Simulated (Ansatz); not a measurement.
**Cu: energy and stress against strain**

Aim: for Cu, strain the cell along the Voigt pattern (1, 1, 0, 0, 0, 0).

Program: Ansatz 0.2.0. Level of theory: DFT r2SCAN, scalar-relativistic, plane waves, PAW. These are calculated values, not measurements.

## 1. The system as given

Symmetry: I4/mmm, No. 139, tetragonal system. The conventional cell has a = 2.886 Å, b = 2.886 Å, c = 2.752 Å, α = 90.00°, β = 90.00°, γ = 90.00°. Cu (site symmetry 4/mmm) has 10 Cu at 2.46 to 2.75 Å in its first shell of neighbours.

As a file:

```
CELL_PARAMETERS angstrom
-1.44279 1.44279 1.37608
1.44279 -1.44279 1.37608
1.44279 1.44279 -1.37608
ATOMIC_POSITIONS crystal
Cu 0.00000 0.00000 0.00000
```

It goes back to an entry of the Materials Project, which need not be the stable form.

No relaxation comes first: the listed cell is the starting point.

## 2. Zero of energy

The reference gives a free energy of -6631.2032 eV, pressure 0.29 GPa, largest force 0.000 eV/Å and gap on the mesh none (metal). It was computed beforehand with the settings of the runs below.

## 3. The scan: energy and stress against strain

The cell is strained by ε times the Voigt pattern (1, 1, 0, 0, 0, 0) (xx, yy, zz, yz, xz, xy; engineering shear), with fractional coordinates fixed (clamped ions). The stress on the pattern is the sum of the stress components weighted by it, tension positive.

## 4. Point ε = -0.1000

File input.yaml:

```yaml
crystal:
  lattice:
    - [-1.298513988, 1.298513988, 1.37608145]
    - [1.298513988, -1.298513988, 1.37608145]
    - [1.298513988, 1.298513988, -1.37608145]
  atoms:
    - { symbol: Cu, position: [0.0, 0.0, 0.0] }
basis:
  ecutwfc: 500
kpoints:
  mp_grid: { grid: [24, 24, 24] }
hamiltonian:
  xc: r2scan
scf:
  occupations: { method: gaussian, width: 0.15 }
output:
  forces: true
  stress: true
  eigenvalues: true
```

The run is started by

```
ansatz run input.yaml --threads 1 --pin off --max-ram 2560MiB --backend cpu --events-out ev --progress --plain --runs-dir out
```

## 5. Point ε = 0.0750

input.yaml: that of step 4 with these lines changed.

```diff
@@ -2,5 +2,5 @@
   lattice:
-    - [-1.298513988, 1.298513988, 1.37608145]
-    - [1.298513988, -1.298513988, 1.37608145]
-    - [1.298513988, 1.298513988, -1.37608145]
+    - [-1.551002819, 1.551002819, 1.37608145]
+    - [1.551002819, -1.551002819, 1.37608145]
+    - [1.551002819, 1.551002819, -1.37608145]
   atoms:
```

## 6. Point ε = -0.0500

input.yaml: that of step 5 with these lines changed.

```diff
@@ -2,5 +2,5 @@
   lattice:
-    - [-1.551002819, 1.551002819, 1.37608145]
-    - [1.551002819, -1.551002819, 1.37608145]
-    - [1.551002819, 1.551002819, -1.37608145]
+    - [-1.370653654, 1.370653654, 1.37608145]
+    - [1.370653654, -1.370653654, 1.37608145]
+    - [1.370653654, 1.370653654, -1.37608145]
   atoms:
```

## 7. At ε = 0.0250

input.yaml: that of step 6 with these lines changed.

```diff
@@ -2,5 +2,5 @@
   lattice:
-    - [-1.370653654, 1.370653654, 1.37608145]
-    - [1.370653654, -1.370653654, 1.37608145]
-    - [1.370653654, 1.370653654, -1.37608145]
+    - [-1.478863153, 1.478863153, 1.37608145]
+    - [1.478863153, -1.478863153, 1.37608145]
+    - [1.478863153, 1.478863153, -1.37608145]
   atoms:
```

## 8. At ε = 0.1000

input.yaml: that of step 7 with these lines changed.

```diff
@@ -2,5 +2,5 @@
   lattice:
-    - [-1.478863153, 1.478863153, 1.37608145]
-    - [1.478863153, -1.478863153, 1.37608145]
-    - [1.478863153, 1.478863153, -1.37608145]
+    - [-1.587072652, 1.587072652, 1.37608145]
+    - [1.587072652, -1.587072652, 1.37608145]
+    - [1.587072652, 1.587072652, -1.37608145]
   atoms:
```

## 9. At ε = -0.0750

input.yaml: that of step 8 with these lines changed.

```diff
@@ -2,5 +2,5 @@
   lattice:
-    - [-1.587072652, 1.587072652, 1.37608145]
-    - [1.587072652, -1.587072652, 1.37608145]
-    - [1.587072652, 1.587072652, -1.37608145]
+    - [-1.334583821, 1.334583821, 1.37608145]
+    - [1.334583821, -1.334583821, 1.37608145]
+    - [1.334583821, 1.334583821, -1.37608145]
   atoms:
```

## 10. At ε = 0.0500

input.yaml: that of step 9 with these lines changed.

```diff
@@ -2,5 +2,5 @@
   lattice:
-    - [-1.334583821, 1.334583821, 1.37608145]
-    - [1.334583821, -1.334583821, 1.37608145]
-    - [1.334583821, 1.334583821, -1.37608145]
+    - [-1.514932986, 1.514932986, 1.37608145]
+    - [1.514932986, -1.514932986, 1.37608145]
+    - [1.514932986, 1.514932986, -1.37608145]
   atoms:
```

## 11. Point ε = -0.0250

input.yaml: that of step 10 with these lines changed.

```diff
@@ -2,5 +2,5 @@
   lattice:
-    - [-1.514932986, 1.514932986, 1.37608145]
-    - [1.514932986, -1.514932986, 1.37608145]
-    - [1.514932986, 1.514932986, -1.37608145]
+    - [-1.406723487, 1.406723487, 1.37608145]
+    - [1.406723487, -1.406723487, 1.37608145]
+    - [1.406723487, 1.406723487, -1.37608145]
   atoms:
```

## 12. ε = 0.0875

input.yaml: that of step 11 with these lines changed.

```diff
@@ -2,5 +2,5 @@
   lattice:
-    - [-1.406723487, 1.406723487, 1.37608145]
-    - [1.406723487, -1.406723487, 1.37608145]
-    - [1.406723487, 1.406723487, -1.37608145]
+    - [-1.5690377355, 1.5690377355, 1.37608145]
+    - [1.5690377355, -1.5690377355, 1.37608145]
+    - [1.5690377355, 1.5690377355, -1.37608145]
   atoms:
```

(Steps that only read results are left out.)

**Question.** What will these runs give? Wanted: slope of the stress at ε = 0, over ±0.0250.

The runs gave:

| quantity | value |
| --- | --- |
| slope of the stress at ε = 0, over ±0.0250 | 652 GPa |

In words: The slope of the stress at zero strain, 652 GPa, estimates C11 + C22 + 2 C12 with clamped ions in this Cartesian frame. No sampled point lies below the undisturbed cell. Compression costs more than tension: 322.1 against 167.8 meV/atom at the ends.
